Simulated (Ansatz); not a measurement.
# SbNH₄ (SMILES [NH2][SbH2]): single points off equilibrium

A test off equilibrium: a structure displaced at random from a GFN2-xTB minimum is computed at several levels, and each is set against CCSD(T).

The runs use Ansatz 0.2.0, Gaussian basis; single points in def2-TZVPP.

Cores are frozen in the correlated methods. Filled d shells of the heavier atoms are correlated. Core potentials replace the inner electrons past krypton, and spin-orbit coupling is left out.

**1. The system as given**

SMILES `[NH2][SbH2]`, 6 atoms, charge 0, spin multiplicity 1.

Atoms are counted from 1 here; the program's logs count them from 0.

Bond lengths: N1–Sb2 2.102 Å, N1–H3 0.982 Å, N1–H4 1.045 Å, Sb2–H5 1.940 Å, Sb2–H6 1.673 Å. Angles: Sb2–N1–H3 114.5°, Sb2–N1–H4 109.6°, H3–N1–H4 97.8°, N1–Sb2–H5 90.3°, N1–Sb2–H6 95.8°, H5–Sb2–H6 87.7°.

Geometry (Å):

```
N    -0.21700   -0.95080    0.02000
Sb    0.67780    0.94060    0.21910
H     0.17100   -1.51300   -0.68520
H     0.04250   -1.54870    0.83630
H    -0.21090    1.54410   -1.39590
H    -0.57590    1.63060    1.08620
```

**2. CCSD(T)/def2-TZVPP**

run/in.yaml

```yaml
crystal:
  periodic: [false, false, false]
  atoms:
    - {symbol: N, position_ang: [-0.217000, -0.950800, 0.020000]}
    - {symbol: Sb, position_ang: [0.677800, 0.940600, 0.219100]}
    - {symbol: H, position_ang: [0.171000, -1.513000, -0.685200]}
    - {symbol: H, position_ang: [0.042500, -1.548700, 0.836300]}
    - {symbol: H, position_ang: [-0.210900, 1.544100, -1.395900]}
    - {symbol: H, position_ang: [-0.575900, 1.630600, 1.086200]}
basis:
  gaussian: {orbitals: def2-TZVPP}
correlation: {method: ccsd_t}
output: {forces: true}
```

No record of the launch command was kept for these runs.

**3. PBE0-D4/def2-TZVPP**

run/in.yaml: that of step 2 with these lines changed.

```diff
@@ -11,3 +11,3 @@
   gaussian: {orbitals: def2-TZVPP}
-correlation: {method: ccsd_t}
-output: {forces: true}
+hamiltonian: {xc: pbe0, dispersion: d4}
+output: {forces: true, orbitals: {seedname: orbitals}}
```

**4. wB97M-V/def2-TZVPP**

run/in.yaml: that of step 3 with these lines changed.

```diff
@@ -11,3 +11,3 @@
   gaussian: {orbitals: def2-TZVPP}
-hamiltonian: {xc: pbe0, dispersion: d4}
-output: {forces: true, orbitals: {seedname: orbitals}}
+hamiltonian: {xc: {name: wB97M-V}}
+output: {forces: true}
```

**5. r2SCAN-D4/def2-TZVPP**

run/in.yaml: that of step 4 with these lines changed.

```diff
@@ -11,3 +11,3 @@
   gaussian: {orbitals: def2-TZVPP}
-hamiltonian: {xc: {name: wB97M-V}}
+hamiltonian: {xc: r2scan, dispersion: d4}
 output: {forces: true}
```

**6. PBE-D4/def2-TZVPP**

run/in.yaml: that of step 5 with these lines changed.

```diff
@@ -11,3 +11,3 @@
   gaussian: {orbitals: def2-TZVPP}
-hamiltonian: {xc: r2scan, dispersion: d4}
+hamiltonian: {xc: pbe, dispersion: d4}
 output: {forces: true}
```

**7. r2SCANh-D4/def2-TZVPP**

run/in.yaml: that of step 6 with these lines changed.

```diff
@@ -11,3 +11,3 @@
   gaussian: {orbitals: def2-TZVPP}
-hamiltonian: {xc: pbe, dispersion: d4}
+hamiltonian: {xc: {name: r2SCANh}, dispersion: d4}
 output: {forces: true}
```

**8. BLYP-D4/def2-TZVPP**

run/in.yaml: that of step 7 with these lines changed.

```diff
@@ -11,3 +11,3 @@
   gaussian: {orbitals: def2-TZVPP}
-hamiltonian: {xc: {name: r2SCANh}, dispersion: d4}
+hamiltonian: {xc: {name: BLYP}, dispersion: d4}
 output: {forces: true}
```

(Steps that only read results are left out.)

Q: Predict the outcome of this session. Wanted: energy less free atoms, CCSD(T)/def2-TZVPP; RMS force component; RMS force error; HOMO and LUMO, PBE0-D4; T1 diagnostic.

As calculated:

| quantity | value |
| --- | --- |
| energy less free atoms, CCSD(T)/def2-TZVPP | -15.148 eV |
| RMS force component | 1.041 to 1.119 eV/Å over the methods |
| RMS force error | PBE0-D4 0.072, wB97M-V 0.081, r2SCAN-D4 0.090, PBE-D4 0.248, r2SCANh-D4 0.069, BLYP-D4 0.311 eV/Å |
| HOMO and LUMO, PBE0-D4 | -6.61 and -1.03 eV |
| T1 diagnostic | 0.015 |

What this shows: Against CCSD(T) the functionals' energies less atoms differ by -1.088 to -0.212 eV, PBE-D4 by -0.939 eV. A larger basis would deepen the CCSD(T) value, while the functionals are nearly converged already, so the order here is not reliable. On forces the order runs from r2SCANh-D4 to BLYP-D4. Frozen-core CCSD(T) forces in triple zeta carry basis errors of their own, and this is one geometry, so small gaps rank nothing.
